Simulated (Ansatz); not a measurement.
# MoCl (sextet): wave-function methods side by side, def2-QZVPP

The task here is to estimate one member of a computed series from the others.

Method: def2-QZVPP, core rule «outside noble gas», up to 9 orbitals frozen; program: Ansatz 0.2.0, Gaussian basis.

Plan: UHF; ROHF; CCSD(T) on UHF.

**What is computed**

The geometry is a PBE0/def2-TZVP stationary point (not a proven minimum). No spin-orbit coupling is included. Elements past krypton take def2 core potentials.

2 atoms, charge 0, spin multiplicity 6.

Atoms are counted from 1 here; the program's logs count them from 0.

Bond lengths: Mo1–Cl2 2.281 Å.

Set-up of the first run:

File in.yaml:

```yaml
crystal:
  periodic: [false, false, false]
  atoms:
    - {symbol: Mo, position_ang: [0.000000, 0.000000, 0.000000]}
    - {symbol: Cl, position_ang: [0.000000, 0.000000, 2.280600]}
basis:
  gaussian: {orbitals: "def2-QZVPP.json"}
magnetization: {spin_polarized: true, initial_magnetization: 5}
hamiltonian: {xc: hf}
output: {orbitals: {seedname: orbitals}}
```

On the command line:

```bash
ansatz run in.yaml --threads 1 --pin off --events-out ev --progress --plain --max-ram 4096MiB --backend cpu
```

Steps of the session up to this table: UHF; ROHF; CCSD(T) on UHF.

One of the session's tables, all rows but one given; the rest of the session is left out.

| method | from UCCSD(T) (kJ/mol) |
| --- | --- |
| ROHF | ? |
| UHF | +913.1 |
| UMP2 | +94.2 |
| UCCSD | +41.1 |
| UCCSD(T) | 0 |

Q: Estimate the row for ROHF from the others.

As computed: from UCCSD(T) (kJ/mol): +928.7. In the column «from UCCSD(T) (kJ/mol)» it is the highest.
